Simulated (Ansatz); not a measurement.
The same calculation of C₄H₁₀Se, SMILES CCC(C)[SeH] as a Python script and as an input file (the Python package of Ansatz (0.2.0)).

`c4h10se.py`
```python
"""Single point of C4H10Se in a Gaussian basis."""

import sys

import ansatz as az
from ase import Atoms

BASIS = "def2-SVPD"
FUNCTIONAL = "BLYP"
VDW = "d3bj"

atoms = Atoms(["C", "C", "C", "C", "Se", "H", "H", "H", "H", "H", "H", "H", "H", "H", "H"], positions=[
    (-1.7753, 0.2678, -0.185),
    (-0.3472, 0.7488, -0.4424),
    (0.6965, -0.003, 0.4033),
    (0.8408, -1.4673, -0.018),
    (2.431, 0.8786, 0.2242),
    (-2.0092, 0.3062, 0.9001),
    (-1.9154, -0.7676, -0.5585),
    (-2.4889, 0.9268, -0.7232),
    (-0.3027, 1.8305, -0.1907),
    (-0.1112, 0.6441, -1.5239),
    (0.4087, 0.0378, 1.4765),
    (1.6602, -1.9458, 0.559),
    (1.077, -1.5412, -1.101),
    (-0.092, -2.0298, 0.1928),
    (1.9275, 2.1143, 0.9868),
])
mol = az.Crystal.molecule_from_ase(atoms)

model = (
    mol.calculation()
    .basis(gaussian=BASIS)
    .functional(FUNCTIONAL, dispersion=VDW)
)
try:
    summary = model.run(threads=1, backend="cpu").report
except az.AnsatzError as error:
    sys.exit(f"{type(error).__name__}: {error}")

print(f"E = {summary['free_energy_ev']:.6f} eV = {summary['free_energy_ev'] / 27.211386246:.7f} Ha")
print("converged:", summary["converged"], " doubts:", summary["published_state_doubts"] or "none")

state = summary["mean_field"]["state"]
print(f"mean field: {state['energy']['hartree']:.7f} Ha, <S^2> = {abs(state['spin_squared']):.4f}, stability: {state.get('stability', {}).get('kind')}")
```

```console
$ python c4h10se.py
E = -69648.916745 eV = -2559.5504806 Ha
converged: True  doubts: none
mean field: -2559.5230851 Ha, <S^2> = 0.0000, stability: minimum
```

`input.yaml`:
```yaml
crystal:
  periodic: [false, false, false]
  atoms:
    - { symbol: C, position_ang: [-1.7753, 0.2678, -0.185] }
    - { symbol: C, position_ang: [-0.3472, 0.7488, -0.4424] }
    - { symbol: C, position_ang: [0.6965, -0.003, 0.4033] }
    - { symbol: C, position_ang: [0.8408, -1.4673, -0.018] }
    - { symbol: Se, position_ang: [2.431, 0.8786, 0.2242] }
    - { symbol: H, position_ang: [-2.0092, 0.3062, 0.9001] }
    - { symbol: H, position_ang: [-1.9154, -0.7676, -0.5585] }
    - { symbol: H, position_ang: [-2.4889, 0.9268, -0.7232] }
    - { symbol: H, position_ang: [-0.3027, 1.8305, -0.1907] }
    - { symbol: H, position_ang: [-0.1112, 0.6441, -1.5239] }
    - { symbol: H, position_ang: [0.4087, 0.0378, 1.4765] }
    - { symbol: H, position_ang: [1.6602, -1.9458, 0.559] }
    - { symbol: H, position_ang: [1.077, -1.5412, -1.101] }
    - { symbol: H, position_ang: [-0.092, -2.0298, 0.1928] }
    - { symbol: H, position_ang: [1.9275, 2.1143, 0.9868] }
basis:
  gaussian:
    orbitals: def2-SVPD
hamiltonian:
  xc: blyp
  dispersion: d3bj
```

Caveats:
- Total energies depend on the basis set; only differences at equal settings carry meaning.
- The geometry is a force-field or estimated start, not a minimum of this method, and the basis set is short of its limit.
- Hardware and time: 11 s on 1 thread of Arm Neoverse V1, with other jobs on the host, peak memory 0.35 GiB.

(Lines on the test bed's own set-up are left out of the output.)
